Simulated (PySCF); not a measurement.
# One shape, several levels: CH7GaSi (SMILES [CH3][GaH][SiH3])

We compute a comparison of 4 runs (HF/STO-3G, HF/3-21G, HF/def2-SVP, PBE0/def2-SVP) of CH7GaSi. 

The results are computed with PySCF 2.14.0.

1 further run of the same task is left out (set aside as unsound or not needed).

## 1. The system as given

CH7GaSi: 10 atoms, total charge 0, spin state singlet. SMILES: `[CH3][GaH][SiH3]`. Geometry: relaxed at PBE0-D4/def2-TZVP.

Bond lengths: C1–Ga2 1.971 Å, Ga2–Si3 2.419 Å, C1–H4 1.090 Å, C1–H5 1.094 Å, C1–H6 1.093 Å, Ga2–H7 1.578 Å, Si3–H8 1.492 Å, Si3–H9 1.489 Å, Si3–H10 1.492 Å. Some angles: C1–Ga2–Si3 120.8°, C1–Ga2–H7 118.1°, Si3–Ga2–H7 121.0°, Ga2–C1–H4 113.1°, Ga2–C1–H5 109.2°, Ga2–C1–H6 110.1°, Ga2–Si3–H8 110.2°, Ga2–Si3–H9 114.2°, Ga2–Si3–H10 110.2°, H4–C1–H5 108.5°.

## 2. Energy and forces at HF/STO-3G (run 1)

Input file input.py:

```python
# [CH3][GaH][SiH3]
import pyscf.grad
from pyscf import gto

molecule = gto.M(
    atom=[
    ('C', (-1.123300, 1.394100, -0.619200)),
    ('Ga', (0.561500, 0.659300, 0.093300)),
    ('Si', (0.786700, -1.705300, 0.550700)),
    ('H', (-1.924300, 0.656600, -0.670400)),
    ('H', (-0.947000, 1.785400, -1.626000)),
    ('H', (-1.454200, 2.236500, -0.005700)),
    ('H', (1.759600, 1.654600, 0.346000)),
    ('H', (0.531000, -2.496200, -0.688800)),
    ('H', (2.125000, -2.100900, 1.069700)),
    ('H', (-0.231700, -2.135100, 1.553300)),
],
    charge=0,
    verbose=4,
    max_memory=1860,
    spin=0,
    basis='sto-3g',
)

hf = molecule.RHF()
hf.conv_tol = 1e-10
hf.kernel()
if not hf.converged:
    hf = hf.newton().run(hf.mo_coeff, hf.mo_occ)

e_tot = hf.e_tot
print('E(%s) = %.9f' % ('HF', e_tot))
grad = hf.Gradients().kernel()
hf.analyze()
```

Run with:

```console
OMP_NUM_THREADS=1 python input.py
```

The log of the run:

```text
PySCF version 2.14.0

[... 83 lines left out ...]
SCF not converged.
[... 42 lines left out ...]
converged SCF energy = -2227.95411517161
[... 23 lines left out ...]
MO #3   energy= -46.6316779745566  occ= 2
[... 8 lines left out ...]
MO #12  energy= -3.95944701014094  occ= 2
[... 8 lines left out ...]
MO #21  energy= -0.411809136234466 occ= 2
[... 8 lines left out ...]
MO #30  energy= 0.174653176702366  occ= 0
[... 8 lines left out ...]
MO #39  energy= 0.771405196138783  occ= 0
[... 52 lines left out ...]
Dipole moment(X, Y, Z, Debye): -0.01133,  0.17402, -0.06860
```

It took 3.3 s on 1 thread of Intel Xeon at 2.70GHz, shared host; peak memory 0.12 GiB.

## 3. Energy and forces at HF/3-21G (run 2)

Input file input.py:

```python
import pyscf.grad
from pyscf import gto, scf

system = gto.Mole()
system.atom = '''
C     -1.123300     1.394100    -0.619200
Ga     0.561500     0.659300     0.093300
Si     0.786700    -1.705300     0.550700
H     -1.924300     0.656600    -0.670400
H     -0.947000     1.785400    -1.626000
H     -1.454200     2.236500    -0.005700
H      1.759600     1.654600     0.346000
H      0.531000    -2.496200    -0.688800
H      2.125000    -2.100900     1.069700
H     -0.231700    -2.135100     1.553300
'''
system.verbose = 4
system.basis = '3-21g'
system.max_memory = 1860
system.spin = 0
system.build()

calc0 = scf.RHF(system)
calc0.conv_tol = 1e-10
calc0.kernel()
if not calc0.converged:
    calc0 = calc0.newton().run(calc0.mo_coeff, calc0.mo_occ)

etot = calc0.e_tot
print('E = %.10f Eh' % etot)
grad = calc0.Gradients().kernel()
calc0.analyze()
```

Run with:

```console
OMP_NUM_THREADS=1 python input.py
```

The log of the run:

```text
PySCF version 2.14.0

[... 79 lines left out ...]
Two-electron Energy =                 1123.309525880913270
[... 13 lines left out ...]
MO #10  energy= -4.41923311451735  occ= 2
[... 11 lines left out ...]
MO #22  energy= -0.721108272865393 occ= 2
[... 11 lines left out ...]
MO #34  energy= 0.205053645301024  occ= 0
[... 11 lines left out ...]
MO #46  energy= 0.5417284563312    occ= 0
[... 11 lines left out ...]
MO #58  energy= 1.97883461541328   occ= 0
[... 71 lines left out ...]
Dipole moment(X, Y, Z, Debye): -0.52500,  0.98972, -0.34622
```

Wall time 4.8 s (1 thread of Intel Xeon at 2.70GHz, shared host); peak memory 0.13 GiB.

Run 3 isn't shown in full; the table further down has it.

## 4. Energy and forces at PBE0/def2-SVP (run 4)

Input file calc.py:

```python
# [CH3][GaH][SiH3]
from pyscf import gto, dft

mol = gto.Mole()
mol.atom = [
    ('C', (-1.123300, 1.394100, -0.619200)),
    ('Ga', (0.561500, 0.659300, 0.093300)),
    ('Si', (0.786700, -1.705300, 0.550700)),
    ('H', (-1.924300, 0.656600, -0.670400)),
    ('H', (-0.947000, 1.785400, -1.626000)),
    ('H', (-1.454200, 2.236500, -0.005700)),
    ('H', (1.759600, 1.654600, 0.346000)),
    ('H', (0.531000, -2.496200, -0.688800)),
    ('H', (2.125000, -2.100900, 1.069700)),
    ('H', (-0.231700, -2.135100, 1.553300)),
]
mol.spin = 0
mol.charge = 0
mol.verbose = 4
mol.basis = 'def2-svp'
mol.max_memory = 1860
mol.build()

mf = dft.RKS(mol, xc='pbe0')
mf.conv_tol = 1e-10
mf.grids.level = 5
mf.kernel()
if not mf.converged:
    mf = mf.newton().run(mf.mo_coeff, mf.mo_occ)

e_final = mf.e_tot
print('Final energy', e_final)
grad = mf.nuc_grad_method().kernel()
dip = mf.dip_moment()
pop, q = mf.mulliken_pop()
```

Run with:

```console
OMP_NUM_THREADS=1 python calc.py
```

The log of the run:

```text
PySCF version 2.14.0

[... 75 lines left out ...]
converged SCF energy = -2255.84691421852
Final energy -2255.8469142185218
[... 12 lines left out ...]
Dipole moment(X, Y, Z, Debye): -0.63768,  0.70951, -0.34393
[... 110 lines left out ...]
charge of    9H =     -0.05943
```

Wall time 49 s (1 thread of Intel Xeon at 2.70GHz, shared host); peak memory 0.98 GiB.

## 5. The series

| run | level | integration grid | energy (Eh) | dipole moment (D) | HOMO energy (eV) | LUMO energy (eV) | wall time |
| --- | --- | --- | --- | --- | --- | --- | --- |
| 1 | HF/STO-3G | – | -2227.954115 | 0.19 | -6.82 | 4.75 | 3.3 s |
| 2 | HF/3-21G | – | -2242.933681 | 1.17 | -9.75 | 1.06 | 4.8 s |
| 3 | HF/def2-SVP | – | -2253.740475 | 0.94 | -9.84 | 1.07 | 12 s |
| 4 | PBE0/def2-SVP | 5 | -2255.846914 | 1.01 | -7.34 | -1.75 | 49 s |

## 6. Summary of results

| quantity | value |
| --- | --- |
| run 4: total energy | -2255.84691 Eh |
| run 4: dipole moment | 1.01 D |
| run 4: HOMO energy | -7.34 eV |
| run 4: LUMO energy | -1.75 eV |
| run 4: HOMO–LUMO gap | 5.59 eV |
| run 4: largest force on an atom | 0.313 eV/Å |

In words: The dipole moment (its size) runs from 0.19 D (HF/STO-3G) to 1.17 D (HF/3-21G). The HOMO–LUMO gap runs from 5.59 eV (PBE0/def2-SVP) to 11.58 eV (HF/STO-3G). The two ends differ in method and basis. In run 1 the basis is minimal, so the values are rough. All runs together took 69 s, the longest 49 s.
